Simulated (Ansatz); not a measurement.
Crystal: VBiO4.

```xyz
12
Lattice="-3.6515 3.6515 3.2920 3.6515 -3.6515 3.2920 3.6515 3.6515 -3.2920" Properties=species:S:1:pos:R:3 pbc="T T T"
Bi    0.0000    0.0000    0.0000
Bi    0.0000    3.6515    1.6460
V     3.6515    0.0000    1.6460
V     0.0000    0.0000    3.2920
O     2.3516    3.6515    1.0995
O     3.6515   -1.2999    2.7455
O     1.2999    0.0000    4.3915
O     3.6515    1.2999    2.7455
O     2.3516    0.0000    0.5465
O     0.0000    1.2999    2.1925
O     4.9514    0.0000    0.5465
O     3.6515    2.3516   -1.0995
```

Measurements of this composition are mostly on another form, of space group No. 15.

| Item | Value |
| --- | --- |
| Program | Ansatz 0.2.0 |
| Task | relaxation of cell and atoms |
| Functional | PBEsol |
| Potentials or basis | Ansatz PAW |
| Cutoff | 420 eV (not typed: the program's choice for these potentials) |
| k mesh | 6 × 6 × 6 |
| Occupations | fermi-dirac, width 0.05 eV |
| Spin | collinear spin, ferromagnetic start |
| Starting moments | [0.0, 0.0, 2.0, 2.0, 0.0, 0.0, 0.0, 0.0, 0.0, 0.0, 0.0, 0.0] μB |

At the start: volume 14.63 Å³/atom.

**Question.** How do energy, volume and symmetry change on relaxing?

**Answer.** It ends after 8 steps and the volume is 14.24 Å³/atom (-2.7 %); space group I4_1/amd (No. 141, to 0.05 Å); moment 0.00 μB per cell.

Step by step:
```csv
step,energy change (eV),largest force (eV/Å),volume (Å³)
1,0.0000,0.8613,175.57
2,-0.0490,0.2999,163.91
3,-0.1876,0.1386,170.91
4,-0.1903,0.0376,170.86
5,-0.1902,0.0085,170.94
6,-0.1769,0.0089,170.94
7,-0.1774,0.0006,170.83
8,-0.1771,0.0005,170.83
```

Final structure:
```cif
data_structure
_symmetry_space_group_name_H-M 'P 1'
_symmetry_Int_Tables_number 1
_cell_length_a 6.0768
_cell_length_b 6.0768
_cell_length_c 6.0768
_cell_angle_alpha 106.125
_cell_angle_beta 106.125
_cell_angle_gamma 116.394
_cell_volume 170.83
loop_
_atom_site_label
_atom_site_type_symbol
_atom_site_fract_x
_atom_site_fract_y
_atom_site_fract_z
_atom_site_occupancy
Bi1 Bi 0.00000 0.00000 0.00000 1
Bi2 Bi 0.75000 0.25000 0.50000 1
V1 V 0.25000 0.75000 0.50000 1
V2 V 0.50000 0.50000 0.00000 1
O1 O 0.67004 0.48889 0.81885 1
O2 O 0.23889 0.92004 0.31885 1
O3 O 0.67004 0.85119 0.18115 1
O4 O 0.60119 0.92004 0.68115 1
O5 O 0.07996 0.39881 0.31885 1
O6 O 0.51111 0.32996 0.18115 1
O7 O 0.07996 0.76111 0.68115 1
O8 O 0.14881 0.32996 0.81885 1
```

Caveat: the plane-wave basis is chosen anew once the cell has moved, so the energies of steps on either side of that aren't comparable; the pressure holds a Pulay correction of +0.6 GPa for the finite cutoff; the PAW data sets come from PBE, with cores solved anew for the run's functional, which leaves a small shift of forces and pressure; the starting moments weren't kept.
